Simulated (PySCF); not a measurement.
**CrSI: a ladder of methods and rigid scans**

How much do the numbers for CrSI (broken-symmetry (Ms = 3/2)) hang on the method? All levels run at one geometry, the PBE0 minimum. Rigid scans about the minimum follow.

The runs use PySCF 2.14.0; several methods, basis Cr def2-TZVP, S def2-TZVP, I def2-TZVP with ECP28, scalar-relativistic core potentials, no spin–orbit coupling, density fitting.

## Step 1: The system as given

3 atoms, charge 0, spin multiplicity 4.

Bond lengths: Cr1–S2 2.089 Å, Cr1–I3 2.541 Å. Angles: S2–Cr1–I3 180.0°.

```xyz
3
charge 0 multiplicity 4
Cr    0.0000    0.0000   -1.2130
S     0.0000    0.0000   -3.3021
I     0.0000    0.0000    1.3284
```

## Step 2: PBE0

The steps are one call of a driver around PySCF; scf.py gives each level's set-up. Each SCF starts from the density of the minimum. The driver also runs the species with one electron less or more at the same geometry (one less: multiplicity 3, one more: multiplicity 5); their logs are not shown.

File scf.py:

```python
from pyscf import gto, scf, dft
mol = gto.M(atom='''
Cr     0.000000     0.000000    -1.213048
S      0.000000     0.000000    -3.302128
I     -0.000000     0.000000     1.328418''',
    basis={'Cr': 'def2-TZVP', 'S': 'def2-TZVP', 'I': 'def2-TZVP'},
    ecp={'I': 'def2-TZVP'},
    charge=0, spin=3)
mf = dft.UKS(mol, xc='PBE0')
mf.grids.atom_grid = (75, 302)
aux = {'Cr': 'def2-universal-JKFIT', 'S': 'def2-universal-JKFIT', 'I': 'def2-universal-JKFIT'}
mf = mf.density_fit(auxbasis=aux)
mf.kernel()
```

Output:

```text
init E= -1740.10734364931
[... the frontier-level lines of each cycle are left out ...]
cycle= 1 E= -1740.10734364926  delta_E= 5.28e-11  |g|= 1.2e-05  |ddm|= 8.55e-06
Extra cycle  E= -1740.10734364815  delta_E= 1.11e-09  |g|= 5.47e-05  |ddm|= 3.68e-05
converged SCF energy = -1740.10734364815  <S^2> = 4.5002179  2S+1 = 4.3589989
```

This level, with the species of one electron less or more, took 13 s on 2 threads, shared host.

* energy: -1740.107344 Eh
* one electron less (charge +1): -1739.765811 Eh (triplet, ⟨S²⟩ 3.13)
* one electron more (charge -1): -1740.202023 Eh (quintet, ⟨S²⟩ 6.29)
* Mulliken charge of Cr1: +0.52 e

## Step 3: HF

scf.py, as its differences from that of step 2:

```diff
@@ -9,2 +9 @@
-mf = dft.UKS(mol, xc='PBE0')
-mf.grids.atom_grid = (75, 302)
+mf = scf.UHF(mol)
```

Output:

```text
init E= -1737.52842789103
[... the frontier-level lines of each cycle are left out ...]
cycle= 1 E= -1737.56664531751  delta_E= -0.0382  |g|= 0.079  |ddm|= 0.349
cycle= 2 E= -1737.57379521822  delta_E= -0.00715  |g|= 0.0839  |ddm|= 0.133
cycle= 3 E= -1737.57651742944  delta_E= -0.00272  |g|= 0.0288  |ddm|= 0.0516
cycle= 4 E= -1737.57911718711  delta_E= -0.0026  |g|= 0.0249  |ddm|= 0.0822
cycle= 5 E= -1737.57986000262  delta_E= -0.000743  |g|= 0.0144  |ddm|= 0.0393
cycle= 6 E= -1737.58035581309  delta_E= -0.000496  |g|= 0.00817  |ddm|= 0.0388
cycle= 7 E= -1737.58062350695  delta_E= -0.000268  |g|= 0.00446  |ddm|= 0.0359
cycle= 8 E= -1737.58070048091  delta_E= -7.7e-05  |g|= 0.0015  |ddm|= 0.0233
cycle= 9 E= -1737.58070894522  delta_E= -8.46e-06  |g|= 0.000437  |ddm|= 0.00831
cycle= 10 E= -1737.58070952998  delta_E= -5.85e-07  |g|= 0.000169  |ddm|= 0.00206
cycle= 11 E= -1737.58070959345  delta_E= -6.35e-08  |g|= 8.27e-05  |ddm|= 0.000492
cycle= 12 E= -1737.58070961246  delta_E= -1.9e-08  |g|= 3.34e-05  |ddm|= 0.000317
cycle= 13 E= -1737.58070961608  delta_E= -3.62e-09  |g|= 1.11e-05  |ddm|= 0.000146
Extra cycle  E= -1737.58070961631  delta_E= -2.32e-10  |g|= 6.59e-06  |ddm|= 2.14e-05
converged SCF energy = -1737.58070961631  <S^2> = 5.1381603  2S+1 = 4.6424822
```

This level, with the species of one electron less or more, took 12 s.

- energy: -1737.580710 Eh
- one electron less (charge +1): -1737.294159 Eh (triplet, ⟨S²⟩ 3.84)
- one electron more (charge -1): -1737.662635 Eh (quintet, ⟨S²⟩ 6.60)
- Mulliken charge of Cr1: +0.64 e

## Step 4: PBE

scf.py, as its differences from that of step 3:

```diff
@@ -9 +9,2 @@
-mf = scf.UHF(mol)
+mf = dft.UKS(mol, xc='PBE')
+mf.grids.atom_grid = (75, 302)
```

Output:

```text
init E= -1740.0423091181
[... the frontier-level lines of each cycle are left out ...]
cycle= 1 E= -1740.04502063001  delta_E= -0.00271  |g|= 0.0849  |ddm|= 0.273
cycle= 2 E= -1739.9885512584  delta_E= 0.0565  |g|= 0.367  |ddm|= 0.438
cycle= 3 E= -1740.02273984389  delta_E= -0.0342  |g|= 0.222  |ddm|= 0.279
cycle= 4 E= -1740.05003800023  delta_E= -0.0273  |g|= 0.046  |ddm|= 0.207
cycle= 5 E= -1740.05083633382  delta_E= -0.000798  |g|= 0.0128  |ddm|= 0.0319
cycle= 6 E= -1740.05092896723  delta_E= -9.26e-05  |g|= 0.00469  |ddm|= 0.011
cycle= 7 E= -1740.05094277203  delta_E= -1.38e-05  |g|= 0.00205  |ddm|= 0.00757
cycle= 8 E= -1740.05094542036  delta_E= -2.65e-06  |g|= 0.0004  |ddm|= 0.00266
cycle= 9 E= -1740.05094550702  delta_E= -8.67e-08  |g|= 0.00034  |ddm|= 0.000841
cycle= 10 E= -1740.05094556426  delta_E= -5.72e-08  |g|= 2.3e-05  |ddm|= 0.000232
cycle= 11 E= -1740.05094556439  delta_E= -1.36e-10  |g|= 1.42e-05  |ddm|= 2.04e-05
Extra cycle  E= -1740.05094555584  delta_E= 8.55e-09  |g|= 0.000143  |ddm|= 8.65e-05
converged SCF energy = -1740.05094555584  <S^2> = 4.1682525  2S+1 = 4.2039279
```

This level, with the species of one electron less or more, took 1.9 min.

```
energy                        : -1740.050946 Eh
one electron less (charge +1) : -1739.724043 Eh (triplet, ⟨S²⟩ 2.55)
one electron more (charge -1) : -1740.132725 Eh (quintet, ⟨S²⟩ 6.18)
Mulliken charge of Cr1        : +0.44 e
```

## Step 5: r2SCAN

scf.py, as its differences from that of step 4:

```diff
@@ -9,2 +9,2 @@
-mf = dft.UKS(mol, xc='PBE')
-mf.grids.atom_grid = (75, 302)
+mf = dft.UKS(mol, xc='R2SCAN')
+mf.grids.atom_grid = (90, 434)
```

Output:

```text
init E= -1740.52351923214
[... the frontier-level lines of each cycle are left out ...]
cycle= 1 E= -1740.5254779649  delta_E= -0.00196  |g|= 0.0329  |ddm|= 0.163
cycle= 2 E= -1740.51801572039  delta_E= 0.00746  |g|= 0.137  |ddm|= 0.152
cycle= 3 E= -1740.52417012191  delta_E= -0.00615  |g|= 0.0579  |ddm|=  0.1
cycle= 4 E= -1740.52621580469  delta_E= -0.00205  |g|= 0.011  |ddm|= 0.0614
cycle= 5 E= -1740.52623293348  delta_E= -1.71e-05  |g|= 0.00787  |ddm|= 0.00461
cycle= 6 E= -1740.52625988645  delta_E= -2.7e-05  |g|= 0.00237  |ddm|= 0.00412
cycle= 7 E= -1740.52626319188  delta_E= -3.31e-06  |g|= 0.000433  |ddm|= 0.00274
cycle= 8 E= -1740.52626332812  delta_E= -1.36e-07  |g|= 0.00016  |ddm|= 0.000817
cycle= 9 E= -1740.52626334102  delta_E= -1.29e-08  |g|= 5.93e-05  |ddm|= 0.000177
cycle= 10 E= -1740.52626334383  delta_E= -2.81e-09  |g|= 9.01e-06  |ddm|= 0.00011
Extra cycle  E= -1740.52626334236  delta_E= 1.47e-09  |g|= 6.15e-05  |ddm|= 3.86e-05
converged SCF energy = -1740.52626334236  <S^2> = 4.3811146  2S+1 = 4.3040049
```

This level, with the species of one electron less or more, took 91 s.

- energy: -1740.526263 Eh
- one electron less (charge +1): -1740.189027 Eh (triplet, ⟨S²⟩ 2.93)
- one electron more (charge -1): -1740.614573 Eh (quintet, ⟨S²⟩ 6.27)
- Mulliken charge of Cr1: +0.52 e

## Step 6: B3LYP

scf.py, as its differences from that of step 5:

```diff
@@ -9,2 +9,2 @@
-mf = dft.UKS(mol, xc='R2SCAN')
-mf.grids.atom_grid = (90, 434)
+mf = dft.UKS(mol, xc='B3LYP')
+mf.grids.atom_grid = (75, 302)
```

Output:

```text
init E= -1740.57738129048
[... the frontier-level lines of each cycle are left out ...]
cycle= 1 E= -1740.57912589507  delta_E= -0.00174  |g|= 0.0153  |ddm|= 0.161
cycle= 2 E= -1740.57866802153  delta_E= 0.000458  |g|= 0.0328  |ddm|= 0.0489
cycle= 3 E= -1740.57906470975  delta_E= -0.000397  |g|= 0.0294  |ddm|= 0.0397
cycle= 4 E= -1740.57934400037  delta_E= -0.000279  |g|= 0.00613  |ddm|= 0.0134
cycle= 5 E= -1740.57935902379  delta_E= -1.5e-05  |g|= 0.00585  |ddm|= 0.00745
cycle= 6 E= -1740.57937891709  delta_E= -1.99e-05  |g|= 0.00184  |ddm|= 0.00623
cycle= 7 E= -1740.57938125349  delta_E= -2.34e-06  |g|= 0.000594  |ddm|= 0.00274
cycle= 8 E= -1740.57938146392  delta_E= -2.1e-07  |g|= 0.000212  |ddm|= 0.000974
cycle= 9 E= -1740.57938148632  delta_E= -2.24e-08  |g|= 1.67e-05  |ddm|= 0.000196
cycle= 10 E= -1740.5793814866  delta_E= -2.81e-10  |g|= 6.73e-06  |ddm|= 4.12e-05
Extra cycle  E= -1740.57938148622  delta_E= 3.83e-10  |g|= 3.25e-05  |ddm|= 2.2e-05
converged SCF energy = -1740.57938148622  <S^2> = 4.373579  2S+1 = 4.3005018
```

This level, with the species of one electron less or more, took 34 s on 2 threads, shared host.

```
energy                        : -1740.579381 Eh
one electron less (charge +1) : -1740.240177 Eh (triplet, ⟨S²⟩ 2.97)
one electron more (charge -1) : -1740.671505 Eh (quintet, ⟨S²⟩ 6.23)
Mulliken charge of Cr1        : +0.51 e
```

## Step 7: TPSSh

scf.py, as its differences from that of step 6:

```diff
@@ -9,2 +9,2 @@
-mf = dft.UKS(mol, xc='B3LYP')
-mf.grids.atom_grid = (75, 302)
+mf = dft.UKS(mol, xc='TPSSH')
+mf.grids.atom_grid = (90, 434)
```

Output:

```text
init E= -1740.39684363584
[... the frontier-level lines of each cycle are left out ...]
cycle= 1 E= -1740.39750835831  delta_E= -0.000665  |g|= 0.0443  |ddm|= 0.111
cycle= 2 E= -1740.37066821666  delta_E= 0.0268  |g|= 0.251  |ddm|= 0.196
cycle= 3 E= -1740.39801840873  delta_E= -0.0274  |g|= 0.0355  |ddm|= 0.151
cycle= 4 E= -1740.39861645578  delta_E= -0.000598  |g|= 0.0107  |ddm|= 0.0454
cycle= 5 E= -1740.39866681013  delta_E= -5.04e-05  |g|= 0.00699  |ddm|= 0.00846
cycle= 6 E= -1740.39869355788  delta_E= -2.67e-05  |g|= 0.00188  |ddm|= 0.00764
cycle= 7 E= -1740.39869556352  delta_E= -2.01e-06  |g|= 0.000527  |ddm|= 0.00279
cycle= 8 E= -1740.39869573862  delta_E= -1.75e-07  |g|= 0.000121  |ddm|= 0.000712
cycle= 9 E= -1740.3986957486  delta_E= -9.97e-09  |g|= 4.26e-05  |ddm|= 0.000253
Extra cycle  E= -1740.39869573848  delta_E= 1.01e-08  |g|= 0.000152  |ddm|= 0.000219
converged SCF energy = -1740.39869573848  <S^2> = 4.3291457  2S+1 = 4.2797877
```

This level, with the species of one electron less or more, took 76 s.

| Property | Result |
| --- | --- |
| energy | -1740.398696 Eh |
| one electron less (charge +1) | -1740.063571 Eh (triplet, ⟨S²⟩ 2.87) |
| one electron more (charge -1) | -1740.486216 Eh (quintet, ⟨S²⟩ 6.23) |
| Mulliken charge of Cr1 | +0.52 e |

## Step 8: r2SCAN0

scf.py, as its differences from that of step 7:

```diff
@@ -9 +9 @@
-mf = dft.UKS(mol, xc='TPSSH')
+mf = dft.UKS(mol, xc='HYB_MGGA_XC_R2SCAN0')
```

Output:

```text
init E= -1740.45148838025
[... the frontier-level lines of each cycle are left out ...]
cycle= 1 E= -1740.45272896794  delta_E= -0.00124  |g|= 0.015  |ddm|= 0.085
cycle= 2 E= -1740.45270478833  delta_E= 2.42e-05  |g|= 0.0187  |ddm|= 0.0434
cycle= 3 E= -1740.45285088692  delta_E= -0.000146  |g|= 0.0159  |ddm|= 0.0293
cycle= 4 E= -1740.45293913902  delta_E= -8.83e-05  |g|= 0.00446  |ddm|= 0.00792
cycle= 5 E= -1740.45295771526  delta_E= -1.86e-05  |g|= 0.00382  |ddm|= 0.00743
cycle= 6 E= -1740.45296729251  delta_E= -9.58e-06  |g|= 0.0013  |ddm|= 0.00602
cycle= 7 E= -1740.45296832618  delta_E= -1.03e-06  |g|= 0.000198  |ddm|= 0.00166
cycle= 8 E= -1740.45296838412  delta_E= -5.79e-08  |g|= 5.98e-05  |ddm|= 0.000562
cycle= 9 E= -1740.45296838602  delta_E= -1.9e-09  |g|= 4.44e-05  |ddm|= 9.86e-05
Extra cycle  E= -1740.45296837661  delta_E= 9.41e-09  |g|= 0.000159  |ddm|= 0.000129
converged SCF energy = -1740.45296837661  <S^2> = 4.6105756  2S+1 = 4.4093426
```

This level, with the species of one electron less or more, took 74 s.

```
energy                        : -1740.452968 Eh
one electron less (charge +1) : -1740.106838 Eh (triplet, ⟨S²⟩ 3.29)
one electron more (charge -1) : -1740.551325 Eh (quintet, ⟨S²⟩ 6.34)
Mulliken charge of Cr1        : +0.55 e
```

## Step 9: LDA

scf.py, as its differences from that of step 8:

```diff
@@ -9,2 +9,2 @@
-mf = dft.UKS(mol, xc='HYB_MGGA_XC_R2SCAN0')
-mf.grids.atom_grid = (90, 434)
+mf = dft.UKS(mol, xc='LDA,VWN')
+mf.grids.atom_grid = (75, 302)
```

Output:

```text
init E= -1736.43615966371
[... the frontier-level lines of each cycle are left out ...]
cycle= 1 E= -1736.44287708812  delta_E= -0.00672  |g|= 0.133  |ddm|= 0.365
cycle= 2 E= -1736.22377704865  delta_E= 0.219  |g|= 0.728  |ddm|= 0.621
cycle= 3 E= -1736.39813707873  delta_E= -0.174  |g|= 0.313  |ddm|= 0.492
cycle= 4 E= -1736.45163357886  delta_E= -0.0535  |g|= 0.0524  |ddm|= 0.332
cycle= 5 E= -1736.4529875679  delta_E= -0.00135  |g|= 0.0173  |ddm|= 0.0549
cycle= 6 E= -1736.45314241191  delta_E= -0.000155  |g|= 0.00447  |ddm|= 0.0207
cycle= 7 E= -1736.45315984584  delta_E= -1.74e-05  |g|= 0.00105  |ddm|= 0.00632
cycle= 8 E= -1736.45316060968  delta_E= -7.64e-07  |g|= 0.000872  |ddm|= 0.00206
cycle= 9 E= -1736.45316078071  delta_E= -1.71e-07  |g|= 0.000647  |ddm|= 0.0011
cycle= 10 E= -1736.45316099523  delta_E= -2.15e-07  |g|= 0.000195  |ddm|= 0.000592
cycle= 11 E= -1736.45316100831  delta_E= -1.31e-08  |g|= 5.71e-05  |ddm|= 0.000106
cycle= 12 E= -1736.45316100979  delta_E= -1.48e-09  |g|= 1.97e-05  |ddm|= 6.53e-05
Extra cycle  E= -1736.45316099866  delta_E= 1.11e-08  |g|= 0.000172  |ddm|= 0.000108
converged SCF energy = -1736.45316099866  <S^2> = 4.1210617  2S+1 = 4.1814168
```

This level, with the species of one electron less or more, took 2 min.

| Item | Value |
| --- | --- |
| energy | -1736.453161 Eh |
| one electron less (charge +1) | -1736.119968 Eh (triplet, ⟨S²⟩ 2.46) |
| one electron more (charge -1) | -1736.541679 Eh (quintet, ⟨S²⟩ 6.17) |
| Mulliken charge of Cr1 | +0.35 e |

## Step 10: All levels side by side

| level | atomisation energy (kJ/mol) | vertical ionisation energy (eV) | vertical electron affinity (eV) | −ε(HOMO) (eV) | gap (eV) | dipole (D) | wall time |
| --- | --- | --- | --- | --- | --- | --- | --- |
| PBE0 | 564 | 9.29 | 2.58 | 7.61 | 3.20 | 0.58 | 13 s |
| HF | 225 | 7.80 | 2.23 | 9.20 | 8.31 | 4.11 | 12 s |
| PBE | 653 | 8.90 | 2.23 | 6.11 | 1.03 | 0.38 | 1.9 min |
| r2SCAN | 614 | 9.18 | 2.40 | 6.57 | 1.44 | 0.01 | 91 s |
| B3LYP | 574 | 9.23 | 2.51 | 7.35 | 2.79 | 0.27 | 34 s |
| TPSSh | 611 | 9.12 | 2.38 | 6.88 | 2.11 | 0.02 | 76 s |
| r2SCAN0 | 541 | 9.42 | 2.68 | 7.73 | 3.33 | 0.94 | 74 s |
| LDA | 765 | 9.07 | 2.41 | 6.22 | 0.88 | 0.41 | 2 min |

Times are for 2 threads, shared host; PBE0 starts from its own converged density, so its time is not comparable. A dash stands where a species or a free atom was not run at that level, or the quantity is not defined.

Atomisation goes to high-spin atoms in their ground configurations, run at the same level, without zero-point energy.

## Step 11: Breathing scan

A rigid scan with PBE0: all bonds to the central atom are scaled together. Each point starts from its neighbour's orbitals, and energies count from the minimum.

```
scale of all bonds to the centre  energy (kJ/mol)  dipole size (D)  ⟨S²⟩
                            0.88            137.8             0.71  4.02
                            0.92             53.0             0.43  4.17
                            0.96             11.5             0.02  4.34
                            1.00              0.0             0.58  4.50
                            1.04              8.7             1.20  4.65
                            1.08             30.8             1.84  4.79
                            1.14             78.4             2.82  4.97
                            1.22            153.0             4.04  5.17
                            1.35            270.0             5.65  5.44
```

The scan took 95 s on 2 threads, shared host.

⟨S²⟩ grows along the scan: the determinant mixes in higher spin as the pair uncouples.

## Step 12: What came out

| quantity | value |
| --- | --- |
| atomisation energy, range | 225 (HF) to 765 (LDA) kJ/mol |
| vertical ionisation energy, range | 7.80 (HF) to 9.42 (r2SCAN0) eV |
| vertical electron affinity, range | 2.23 (PBE) to 2.68 (r2SCAN0) eV |
| orbital gap, range | 0.88 (LDA) to 8.31 (HF) eV |
| all bonds 4 % longer | 8.7 kJ/mol |

In words: The atomisation energy spreads over 540 kJ/mol, from HF to LDA; without a CCSD(T) value for it there is no yardstick here. Spin contamination is strong in at least one of the open-shell species at PBE0, HF, PBE, r2SCAN, B3LYP, TPSSh, r2SCAN0, LDA. Without diffuse functions electron affinities tend to come out too low. The well is lopsided, 11.5 kJ/mol for 4 % shorter bonds against 8.7 for 4 % longer ones. The determinant is spin-contaminated (⟨S²⟩ = 4.50, pure value 3.75). This is the lowest SCF solution found for this spin; with open d or f shells other occupations or spin states may lie lower. With an element this heavy the missing spin–orbit coupling can shift these numbers.
